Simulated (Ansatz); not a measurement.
# GaH7OSi: the cost of one run

Method: RKS B3LYP-D4/def2-SVP, in Ansatz 0.2.0.

## Step 1: Starting point

Bond lengths: Ga1–H3 1.553 Å, Ga1–H4 1.552 Å, Ga1–O6 2.194 Å, O6–Si7 1.624 Å, Si7–H8 1.466 Å, Si7–H9 1.466 Å, Si7–H10 1.461 Å. Angles: H3–Ga1–H4 128.0°, H3–Ga1–O6 111.8°, H4–Ga1–O6 112.7°, Ga1–O6–Si7 166.9°, O6–Si7–H8 105.8°, O6–Si7–H9 107.0°, O6–Si7–H10 108.1°, H8–Si7–H9 111.4°, H8–Si7–H10 112.0°, H9–Si7–H10 112.1°.

As a file:

```xyz
10

Ga   -1.0812    0.3855   -1.6324
H     0.6641    1.3677   -1.3827
H    -0.9788   -0.7393   -2.6980
H    -2.2857    1.3203   -1.3438
H     0.6131    0.7865   -0.5902
O     0.0719   -0.0927    0.1716
Si    0.6306   -0.6534    1.5892
H     1.1312    0.5188    2.3130
H     1.7119   -1.5946    1.2825
H    -0.4770   -1.2988    2.2909
```

## Step 2: A restrained relaxation towards end A

Springs on the bonds that form and break draw the guess towards this end; the thresholds are loose.

Input file input.yaml:

```yaml
crystal:
  periodic: [false, false, false]
  atoms:
    - { symbol: Ga, position_ang: [-1.0812, 0.3855, -1.6324] }
    - { symbol: H, position_ang: [0.6641, 1.3677, -1.3827] }
    - { symbol: H, position_ang: [-0.9788, -0.7393, -2.698] }
    - { symbol: H, position_ang: [-2.2857, 1.3203, -1.3438] }
    - { symbol: H, position_ang: [0.6131, 0.7865, -0.5902] }
    - { symbol: O, position_ang: [0.0719, -0.0927, 0.1716] }
    - { symbol: Si, position_ang: [0.6306, -0.6534, 1.5892] }
    - { symbol: H, position_ang: [1.1312, 0.5188, 2.313] }
    - { symbol: H, position_ang: [1.7119, -1.5946, 1.2825] }
    - { symbol: H, position_ang: [-0.477, -1.2988, 2.2909] }
basis:
  gaussian: { orbitals: def2-SVP }
hamiltonian:
  xc: b3lyp
  dispersion: d4
relax:
  f_tol: 0.15
  max_steps: 25
  restrain:
    - { distance: [0, 5], at: 3.18, k: 30.0 }
    - { distance: [4, 1], at: 1.92, k: 30.0 }
    - { distance: [0, 1], at: 1.53, k: 30.0 }
    - { distance: [4, 5], at: 0.97, k: 30.0 }
```

Launch:

```console
$ ansatz run input.yaml --threads 2 --pin off --max-ram 3072MiB --backend cpu --events-out ev --progress --plain --runs-dir out
```

What time and memory should one allow on 2 threads of Arm Neoverse V2, shared host?

About 20 s, with a peak of 0.22 GiB.
